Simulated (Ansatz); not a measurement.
# KTaRu: the cost of one run

Computed with Ansatz 0.2.0 (DFT PBE, scalar-relativistic, plane waves, PAW, unless a step's input says otherwise).

### Step 1. The structure to begin with

Symmetry: P6_3/mmc, No. 194, hexagonal system. Conventional cell: a = 4.899 Å, b = 4.899 Å, c = 6.160 Å, α = 90.00°, β = 90.00°, γ = 120.00°. Around K (site symmetry -3m) lie 2 K at 3.08 Å and 6 Ta at 3.22 Å and 6 Ru at 3.22 Å. Ta (site symmetry -6m2) is surrounded by 5 Ru at 2.83 to 3.08 Å and 6 K at 3.22 Å. Around Ru (site symmetry -6m2) lie 5 Ta at 2.83 to 3.08 Å and 6 K at 3.22 Å.

Structure file:

```
K Ta Ru
1.0
     4.89942    0.00000    0.00000
    -2.44971    4.24302    0.00000
     0.00000    0.00000    6.16019
K Ta Ru
2 2 2
Direct
  0.00000 0.00000 0.00000
  0.00000 0.00000 0.50000
  0.33333 0.66667 0.25000
  0.66667 0.33333 0.75000
  0.33333 0.66667 0.75000
  0.66667 0.33333 0.25000
```

This is candidate A: CrCoGe type (P6_3/mmc, No. 194).

(A quick probe on a coarse mesh, which set the mesh and smearing, is not shown.)

### Step 3. Coarse relaxation (candidate A)

The input, input.yaml:

```yaml
crystal:
  lattice:
    - [4.8994164226, 0.0, 0.0]
    - [-2.4497082114, 4.2430190857, 0.0]
    - [0.0, 0.0, 6.1601873649]
  atoms:
    - { symbol: K, position: [0.0, 0.0, 0.0] }
    - { symbol: K, position: [0.0, 0.0, 0.5] }
    - { symbol: Ta, position: [0.3333333333, 0.6666666667, 0.25] }
    - { symbol: Ta, position: [0.6666666667, 0.3333333333, 0.75] }
    - { symbol: Ru, position: [0.3333333333, 0.6666666667, 0.75] }
    - { symbol: Ru, position: [0.6666666667, 0.3333333333, 0.25] }
basis:
  ecutwfc: 420
kpoints:
  mp_grid: { grid: [6, 6, 4] }
hamiltonian:
  xc: pbe
scf:
  occupations: { method: gaussian, width: 0.1 }
  lower_state_search: "off"
output:
  forces: true
  stress: true
  eigenvalues: true
relax:
  adjacent_minimum: "off"
  f_tol: 0.04
  max_steps: 70
  cell: { stress_tol: 0.4 }
```

On the command line:

```console
> ansatz run input.yaml --threads 1 --pin off --max-ram 2560MiB --backend cpu --events-out ev --progress --plain --runs-dir out
```

What time and memory should one allow on 1 thread of Arm Neoverse V1, shared host?

About 55 s, with a peak of 0.45 GiB.
